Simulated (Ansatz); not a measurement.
CH6NOSi, SMILES CO[SiH2][NH], an atomisation energy

With Ansatz's Python interface.

Input file `ch6nosi.xyz`:
```text
10

C    -0.41420    1.28790    0.43940
O    -0.93480    0.17800   -0.25330
Si   -0.08600   -1.22040   -0.12960
N     1.65840   -0.84320   -0.60880
H     0.46450    1.70660   -0.03690
H    -1.22250    2.13070    0.32660
H    -0.29280    1.14650    1.50210
H    -0.57470   -2.24250   -1.01810
H    -0.05270   -1.65920    1.33650
H     1.53810   -0.53550   -1.55510
```

Notebook, run cell by cell (the value of a cell's last expression is shown):

```python
from collections import Counter

import ansatz
```

```python
BASIS = "def2-SVP"
FUNCTIONAL = "cam_b3lyp"
```

```python
def energy(molecule, charge=0, unpaired=0):
    calc = (
        molecule.calculation()
        .basis(gaussian=BASIS)
        .functional(FUNCTIONAL)
    )
    if charge:
        calc = calc.charge(charge)
    if unpaired:
        calc = calc.spin("collinear", total=unpaired)
    return calc.run(threads=1).report["free_energy_ev"]

mol = ansatz.Crystal.molecule_from_extxyz("ch6nosi.xyz")
```

```python
# Hund ground states
unpaired = {"C": 2, "O": 2, "Si": 2, "N": 3, "H": 1}
counts = Counter(site.symbol for site in mol.cartesian_sites)
atom_energy = {s: energy(ansatz.Crystal.molecule().atom(s, (0, 0, 0)), 0, unpaired[s]) for s in counts}
whole = energy(mol, 0, 1)
for s, e in atom_energy.items():
    print(f"{s:2s} x{counts[s]}  {e:14.5f} eV")
print(f"CH6NOSi: {whole:.5f} eV")
split = sum(counts[s] * e for s, e in atom_energy.items()) - whole
print(f"atomisation energy (no zero-point term): {23.060548 * split:.1f} kcal/mol, {split / sum(counts.values()):.3f} eV an atom")
```

    C  x1     -1028.36030 eV
    O  x1     -2040.23690 eV
    Si x1     -7871.66477 eV
    N  x1     -1483.46350 eV
    H  x6       -13.54842 eV
    CH6NOSi: -12540.21448 eV
    atomisation energy (no zero-point term): 811.7 kcal/mol, 3.520 eV an atom

811.7 kcal/mol from the electronic energies, without the zero-point term.

Notes:
- Total energies depend on the basis set; only differences at equal settings carry meaning.
- The geometry is a force-field or estimated start, not a minimum of this method, and the basis set is short of its limit. All parts are taken at fixed geometry, without zero-point energy.
- The species is open-shell (spin multiplicity 2).
- Finished in 9.2 s on 1 thread of Intel(R) Xeon(R) Platinum 8488C (Sapphire Rapids) (shared host), peak memory 0.32 GiB.

(Lines on the test bed's own set-up are left out of the output.)
